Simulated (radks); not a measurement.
# Se³⁺ in [Ar] 3d10 4s1.5 4p1 4d0.5: an all-electron calculation

Wanted: eigenvalues, radial structure and energy terms of the selenium ion Se3+.

Method: Dirac Kohn-Sham, PBE, spin-unpolarised, spherical densities, point nucleus; open shells fill j = l - 1/2 first. Code: radks (a radial shooting solver on a logarithmic mesh, Libxc functionals) version 1.

**1. The atom as given**

* element: selenium (Z = 34)
* charge: +3
* electrons: 31
* configuration: [Ar] 3d10 4s1.5 4p1 4d0.5

**2. The run**

The run's settings:

```text
Z 34
configuration [Ar] 3d10 4s1.5 4p1 4d0.5
relativity Dirac
functional pbe,pbe
spin unpolarised
j_filling energy
nucleus point
c 137.035999084
```

**Question.** What will this run give?

The runs gave:

| quantity | value |
| --- | --- |
| total energy | -2427.29281 hartree |
| exchange-correlation share of it | 3.58 % |
| −T/E | 1.0240 |
| highest occupied level | 4d3/2, -20.476 eV |
| most extended occupied level | 4d3/2, <r> = 2.63 bohr |
| radius at density 0.001 e/bohr³ | 3.56 bohr |
| maxima of the radial density | 3 |

**Reading.** 4 principal shells are occupied and 3 maxima appear in the radial density; where shells overlap, one shows as a shoulder or not at all. −T/E is 1.024: with relativity the kinetic term as defined here no longer equals −E. This is not the tabulated ground configuration, so its levels and sizes aren't those of the ground state, and no measured value stands beside it.
